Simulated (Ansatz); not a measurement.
**SiNi3: how the settings move a single-point run**

Aim: see which settings change the result for SiNi3, by how much, and at what cost.

The COD entry's cell or inner coordinates are ideal or old and differ from later refinements, so a difference from it is no clean test against experiment.

Program: Ansatz 0.2.0. Level of theory: reference: DFT, PBE, PAW with Ansatz's default frozen-core files, scalar-relativistic. These are calculated values, not measurements.

### Step 1. Starting point

The structure is cubic, space group Pm-3m (No. 221). The conventional cell has a = 3.394 Å, b = 3.394 Å, c = 3.394 Å, α = 90.00°, β = 90.00°, γ = 90.00°. Around Si (site symmetry m-3m) lie 12 Ni at 2.40 Å. Ni (site symmetry 4/mmm) has 4 Si at 2.40 Å and 8 Ni at 2.40 Å in its first shell of neighbours.

Structure file:

```cif
data_structure
_symmetry_space_group_name_H-M 'Pm-3m'
_symmetry_Int_Tables_number 221
_cell_length_a 3.3942
_cell_length_b 3.3942
_cell_length_c 3.3942
_cell_angle_alpha 90.000
_cell_angle_beta 90.000
_cell_angle_gamma 90.000
_cell_volume 39.10
loop_
_atom_site_label
_atom_site_type_symbol
_atom_site_symmetry_multiplicity
_atom_site_Wyckoff_symbol
_atom_site_fract_x
_atom_site_fract_y
_atom_site_fract_z
_atom_site_occupancy
Si1 Si 1 a 0.00000 0.00000 0.00000 1
Ni1 Ni 3 c 0.00000 0.50000 0.50000 1
```

### Step 2. Baseline

Contents of input.yaml:

```yaml
crystal:
  lattice:
    - [3.3942418267, 0.0, 0.0]
    - [0.0, 3.3942418267, 0.0]
    - [0.0, 0.0, 3.3942418267]
  atoms:
    - { symbol: Si, position: [0.0, 0.0, 0.0] }
    - { symbol: Ni, position: [0.0, 0.5, 0.5], spin: 1.5 }
    - { symbol: Ni, position: [0.5, 0.0, 0.5], spin: 1.5 }
    - { symbol: Ni, position: [0.5, 0.5, 0.0], spin: 1.5 }
magnetization:
  spin_polarized: true
kpoints:
  mp_grid: { grid: [7, 7, 7] }
scf:
  occupations: { method: fermi_dirac, width: 0.05 }
hamiltonian:
  xc: pbe
  pseudopotentials: { kind: paw }
output:
  forces: true
  stress: true
  eigenvalues: true
  populations: true
```

The run is started by

```sh
ansatz run input.yaml --threads 2 --pin off --max-ram 6144MiB --backend cpu --events-out ev --progress --plain --runs-dir out
```

### Step 3. Changing settings: mp_grid.grid [9, 9, 9], ecutrho_ratio 9

input.yaml, as its differences from that of step 2:

```diff
@@ -13,3 +13,3 @@
 kpoints:
-  mp_grid: { grid: [7, 7, 7] }
+  mp_grid: { grid: [9, 9, 9] }
 scf:
@@ -24 +24,3 @@
   populations: true
+basis:
+  ecutrho_ratio: 9
```

Before running it: what results should come out? Wanted: for each run, ending; energy change; pressure; gap; force.

As calculated:

| run | ending | energy change | pressure (GPa) | gap (eV) | force (eV/Å) | cycles | time |
| --- | --- | --- | --- | --- | --- | --- | --- |
| reference | converged | 0 | 26.2 | 0.00 | 0.00 | 12 | 1.8 s |
| 1: mp_grid.grid [9, 9, 9], ecutrho_ratio 9 | converged | +1.1 meV/atom | 26.2 | 0.00 | 0.00 | 11 | 2.8 s |

Residual by cycle in the longest SCF loop of each run; runs are numbered as in the table. The quantity is the density residual dr2, in eV.

```
cycle  reference   run 1
    1       3.03    3.01
    2      0.389   0.386
    3      0.185   0.199
    4       1.08   0.973
    5     0.0173  0.0172
    6     0.0304  0.0162
    7    0.00134  6.6e-4
    8     1.1e-4  2.2e-5
    9     9.0e-7  1.6e-6
   10     5.4e-8  6.0e-9
   11    2.8e-10  7.7e-9
   12    1.3e-10       -
```

Changing the k-point mesh and numerical grids moves the energy by +1.1 meV/atom. The mesh and an integration grid changed together, so this run can't say which moved the energy. Cost: 11 SCF cycles against 12, 2.8 s against 1.8 s. The structure is not at rest: the sound run finds 26 GPa, so these are no properties of the relaxed crystal. 
